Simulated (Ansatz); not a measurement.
CHBrI, SMILES Br[CH]I: a ladder of basis sets, run with the Ansatz DFT code, driven from Python.

Script `basis_chbri.py`:
```python
# -*- coding: utf-8 -*-
"""Basis-set convergence for CHBrI."""

from dataclasses import dataclass

import ansatz as az


@dataclass
class Settings:
    xc: str = "PBE0"


opts = Settings()

GEOMETRY = """
Br   -1.65140   -0.08350   -0.51970
C     0.06760    0.16840   -0.06110
I     1.03570   -1.26440    0.91150
H     0.60370    1.11920   -0.35100
"""

mol = az.Crystal.molecule()
for line in GEOMETRY.strip().splitlines():
    symbol, *xyz = line.split()
    mol = mol.atom(symbol, [float(v) for v in xyz])

calc = (
    mol.calculation()
    .functional(opts.xc)
    .spin("collinear", total=1)
)

energies = {}
for basis in ["def2-SVP", "def2-SVPD", "def2-TZVP", "def2-TZVPP"]:
    rep = calc.basis(gaussian=basis).run(threads=1).report
    size = rep["n_frozen"] + rep["n_occupied"][0] + rep["n_virtual"][0]
    energies[basis] = (rep["reference_energy_ev"] / 27.211386246, rep["free_energy_ev"] / 27.211386246)
    print(f"{basis:14s} {size:4d} orbitals  reference {energies[basis][0]:14.6f} Ha  total {energies[basis][1]:14.6f} Ha")

last = energies["def2-TZVPP"][1]
for basis, (_, total) in energies.items():
    print(f"{basis:14s} lies {27.211386 * (total - last):9.4f} eV above def2-TZVPP")
```

How far does the total energy move along this ladder of basis sets?

Against def2-SVP: def2-SVPD -6.4 mHa, def2-TZVP -367.9 mHa and def2-TZVPP -368.3 mHa. The last step alone is -0.41 mHa (these two sets differ little on atoms other than hydrogen). From the first set to the last the time grows from 1.4 to 2.4 s.

The run itself:

```console
$ python basis_chbri.py
def2-SVP         77 orbitals  reference   -2909.817121 Ha  total   -2909.817121 Ha
def2-SVPD       104 orbitals  reference   -2909.823523 Ha  total   -2909.823523 Ha
def2-TZVP       135 orbitals  reference   -2910.185034 Ha  total   -2910.185034 Ha
def2-TZVPP      143 orbitals  reference   -2910.185439 Ha  total   -2910.185439 Ha
def2-SVP       lies   10.0225 eV above def2-TZVPP
def2-SVPD      lies    9.8483 eV above def2-TZVPP
def2-TZVP      lies    0.0110 eV above def2-TZVPP
def2-TZVPP     lies    0.0000 eV above def2-TZVPP
```

The settings weren't tested for convergence. The geometry is a force-field or estimated start, not a minimum of this method, and the last set is no limit. Much of the fall in a total is atomic energy, which cancels in bond and reaction energies. def2 sets replace the cores of elements past krypton by effective core potentials. The species is open-shell (spin multiplicity 2). Timing: 8.8 s on 1 thread of AMD EPYC 9R45 96-Core Processor (Zen 5) (shared host), peak memory 0.47 GiB.

(A comment or docstring line of the script was reworded after the run, the code is as it ran; lines on the test bed's own set-up are left out of the output.)
